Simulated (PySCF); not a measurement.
# C4H10N2Si: the cost of one run

Programs: PySCF 2.14.0, with routines of our own; each step states its level. All values are computed. Atoms count from 0.

## 1. The starting structure

17 atoms, charge 0, multiplicity 1; geometry from: GFN2-xTB.

## 2. Magnetic properties: GIAO CAM-B3LYP/pcSseg-1

Job settings and geometry (Å):

```
{"job": {"kind": "mag", "xc": "CAM-B3LYP", "basis": "pcSseg-1", "isotopologues": 2}, "charge": 0, "multiplicity": 1}
C     -3.980114    -0.602589     0.290091
C     -2.812007    -0.046261     0.592246
C     -1.622693    -0.219521    -0.221205
N     -0.527385     0.302995     0.103873
Si     1.007635     0.316439    -0.675389
N      2.066712     0.116158     0.659375
C      3.497254     0.190830     0.526024
H     -4.099374    -1.214141    -0.590254
H     -4.854502    -0.472377     0.904690
H     -2.688793     0.566596     1.474048
H     -1.755902    -0.838848    -1.120176
H      1.320822    -0.763946    -1.618856
H      1.052893     1.605980    -1.385566
H      1.748210     0.468572     1.549556
H      3.788031    -0.303786    -0.398450
H      3.985321    -0.317329     1.360499
H      3.866896     1.223259     0.487970
```

Level: GIAO CAM-B3LYP/pcSseg-1 magnetisability, rotational g tensor and spin-rotation constants, non-relativistic, gas phase.

Run with:

```bash
$ OMP_NUM_THREADS=1 python excited_run.py task.json out
```

This one command runs all jobs of the session in turn.

Q: Estimate the wall time and peak memory of this first job on 1 thread of Arm Neoverse V2, shared host.

About 34 s, with a peak of 0.95 GiB.
